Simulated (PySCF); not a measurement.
# [Bi(SH)2]+: other functionals and bases at one geometry

An exercise on one series of results from a longer session: the logs are not shown, and one member is left open.

The runs use PySCF 2.14.0; several levels, as the steps say, no spin–orbit coupling.

1 further run of the same task is left out (for a known fault of the program).

## Where the work starts

5 atoms, charge 1, spin multiplicity 1.

Bond lengths: Bi1–S2 2.455 Å, Bi1–S4 2.455 Å, S2–H3 1.358 Å, S4–H5 1.358 Å. Angles: S2–Bi1–S4 91.9°, Bi1–S2–H3 93.7°, Bi1–S4–H5 93.7°.

Coordinates:

```
Bi    0.00000    0.00000   -0.81029
S     1.76057   -0.12546    0.89656
H     2.76181   -0.20200   -0.01711
S    -1.76057    0.12546    0.89656
H    -2.76181    0.20200   -0.01711
```

Formal oxidation states: Bi +3. An earlier session relaxed this geometry at PBE0, Bi def2-SVP with ECP60, S def2-SVP, H def2-SVP (singlet, point group C2v).

At PBE0 on the finer grid: E = -1011.464124 Eh, HOMO -12.73 eV, LUMO -9.00 eV, Mulliken charge on Bi1 +0.85 e, largest force component 0.005 eV/Å. 

Levels to run: revPBE; M06-L; PBE0, TZVP. Hardware: 2 threads of Arm Neoverse V1, shared host.

The first run:

run.py (the lines that set the calculation)

```python
mol = gto.M(atom='''
Bi     0.00000     0.00000    -0.81029
S      1.76057    -0.12546     0.89656
H      2.76181    -0.20200    -0.01711
S     -1.76057     0.12546     0.89656
H     -2.76181     0.20200    -0.01711''',
    basis={'Bi': 'def2-SVP', 'S': 'def2-SVP', 'H': 'def2-SVP'},
    ecp={'Bi': 'def2-SVP'},
    charge=1, spin=0)
mf = dft.RKS(mol, xc='PBE_R,PBE')
mf.grids.atom_grid = (75, 302)
mf = mf.density_fit()  # fitting sets: Bi def2-universal-JKFIT, S def2-universal-JKFIT, H def2-universal-JKFIT
mf.conv_tol = 1e-08; mf.max_cycle = 55
mf.kernel(dm0)  # dm0: the density of the relaxed state
```

Launch:

```
$ OMP_NUM_THREADS=2 python run.py
```

Among the steps run: revPBE; M06-L; PBE0, TZVP.

One table of the session follows, with a row left open; its other results are not shown here.

| level | HOMO (eV) | gap (eV) | charge on Bi1 (e) | dipole (D) | largest force component (eV/Å) |
| --- | --- | --- | --- | --- | --- |
| PBE0 (relaxed here) | -12.73 | 3.73 | 0.85 | 2.03 | 0.00 |
| revPBE | -11.62 | 2.16 | 0.80 | 1.66 | 0.78 |
| M06-L | ? | ? | ? | ? | ? |
| PBE0, TZVP | -12.71 | 3.76 | 0.90 | 1.55 | 0.67 |

Q: Estimate the row for M06-L from the others.

The run gave: HOMO (eV): -11.87; gap (eV): 2.42; charge on Bi1 (e): 0.98; dipole (D): 2.47; largest force component (eV/Å): 0.46. In the column «HOMO (eV)» it lies between PBE0, TZVP (-12.71) and revPBE (-11.62).

The dipole of a charged species depends on the origin, so these sizes hold for this origin alone.

In one basis the HOMO–LUMO gap runs from 2.16 eV (revPBE) to 3.73 eV (PBE0). The largest leftover force, 0.78 eV/Å with revPBE, stands at a geometry relaxed at another level. Total energies of different levels can't be compared.
